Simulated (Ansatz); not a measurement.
# GdMn3 (AuCu3 type): other levels of theory at one geometry

An exercise on one series of results from a longer session: the logs are not shown, and one member is left open.

Computed with Ansatz 0.2.0 (DFT at several levels, plane waves, PAW, unless a step's input says otherwise).

2 further runs of the same task are left out: 2 that didn't finish. Runs told in other sessions of the task aren't counted.

### The system as given

Symmetry: Pm-3m, No. 221, cubic system. Conventional cell: a = 4.131 Å, b = 4.131 Å, c = 4.131 Å, α = 90.00°, β = 90.00°, γ = 90.00°. Gd (site symmetry m-3m) is surrounded by 12 Mn at 2.92 Å. Mn (site symmetry 4/mmm) has 4 Gd at 2.92 Å and 8 Mn at 2.92 Å in its first shell of neighbours.

Coordinates:

```cif
data_structure
_symmetry_space_group_name_H-M 'Pm-3m'
_symmetry_Int_Tables_number 221
_cell_length_a 4.1306
_cell_length_b 4.1306
_cell_length_c 4.1306
_cell_angle_alpha 90.000
_cell_angle_beta 90.000
_cell_angle_gamma 90.000
_cell_volume 70.47
loop_
_atom_site_label
_atom_site_type_symbol
_atom_site_symmetry_multiplicity
_atom_site_Wyckoff_symbol
_atom_site_fract_x
_atom_site_fract_y
_atom_site_fract_z
_atom_site_occupancy
Gd1 Gd 1 a 0.00000 0.00000 0.00000 1
Mn1 Mn 3 c 0.00000 0.50000 0.50000 1
```

An earlier run at PBE+U (U_eff = 6 eV on Gd 4f) left this cell at 17.619 Å³/atom and 0.00 GPa (8×8×8 mesh), metallic, spin moments in the atoms' spheres Gd 7.23; Mn -3.38 μB. The large moments point both ways.

Levels to run: PBE+U with U = 2 eV on Gd 4f; PBE+U with U = 1 eV on Gd 4f; PBE+U+SOC with U = 6 eV on Gd 4f, moments along [001]; HSE06. Hardware: 2 threads of Arm Neoverse V2, shared host.

Set-up of the first run:

input.yaml reads:

```yaml
crystal:
  lattice:
    - [4.1305773977, 0.0, 0.0]
    - [0.0, 4.1305773977, 0.0]
    - [0.0, 0.0, 4.1305773977]
  atoms:
    - { symbol: Gd, position: [0.0, 0.0, 0.0], spin: 7.96 }
    - { symbol: Mn, position: [0.0, 0.5, 0.5], spin: -3.72 }
    - { symbol: Mn, position: [0.5, 0.5, 0.0], spin: -3.72 }
    - { symbol: Mn, position: [0.5, 0.0, 0.5], spin: -3.72 }
basis:
  ecutwfc: 420
  ecutrho_ratio: 4
kpoints:
  mp_grid: { grid: [8, 8, 8] }
hamiltonian:
  xc: pbe
  hubbard: { sites: [{ species: Gd, l: f, u_eff: 2.0 }] }
scf:
  occupations: { method: gaussian, width: 0.05 }
  lower_state_search: "off"
output:
  forces: true
  stress: true
  eigenvalues: true
  populations: true
  hubbard: { sites: [{ species: Gd, l: f }] }
  dos: { projected: true, de: 0.02 }
magnetization:
  spin_polarized: true
checkpoint:
  read: start.run
  write: ck
  compress: false
  write_wavefunctions: false
  write_every: 100000
```

start.run holds the state of a PBE+U run on this cell.

Started as:

```sh
ansatz run input.yaml --threads 2 --pin off --max-ram 2662MiB --backend cpu --events-out ev --progress --plain --runs-dir out
```

Steps of the session up to this table: PBE+U with U = 2 eV on Gd 4f; PBE+U with U = 1 eV on Gd 4f; Seeding on a coarse mesh: PBE+U+SOC with U = 6 eV on Gd 4f, moments along [001]; PBE+U+SOC with U = 6 eV on Gd 4f, moments along [001]; HSE06.

One table of the session follows, with a row left open; its other results are not shown here.

| level | pressure (GPa) | largest spin moment (μB) |
| --- | --- | --- |
| PBE+U with U = 6 eV on Gd 4f | 0.0 | 7.23 |
| PBE+U with U = 1 eV on Gd 4f | -1.1 | 7.15 |
| PBE+U with U = 2 eV on Gd 4f | -0.8 | 7.18 |
| PBE+U+SOC with U = 6 eV on Gd 4f, moments along [001] | ? | ? |
| HSE06 | 10.4 | 7.59 |

**Question.** Estimate the row for PBE+U+SOC with U = 6 eV on Gd 4f, moments along [001].

As computed: pressure (GPa): -0.1; largest spin moment (μB): 7.18. In the column «pressure (GPa)» it lies between PBE+U with U = 2 eV on Gd 4f (-0.8) and PBE+U with U = 6 eV on Gd 4f (0.0).

The pressure runs from -1.1 GPa (PBE+U with U = 1 eV on Gd 4f) to 10.4 GPa (HSE06); a negative pressure means that level wants a smaller cell, a positive one a larger cell. The runs with HSE06 read the same PAW datasets as PBE, not ones made for them. Runs that start from the base's state can stay on it, so another U may have a lower state that wasn't reached. Total energies of different levels have different zeros and can't be compared.

To keep in mind: Warnings in the runs' records: filled band counts differ across k points, stress scf threshold loose, stability check not made, stress exchange threshold loose.
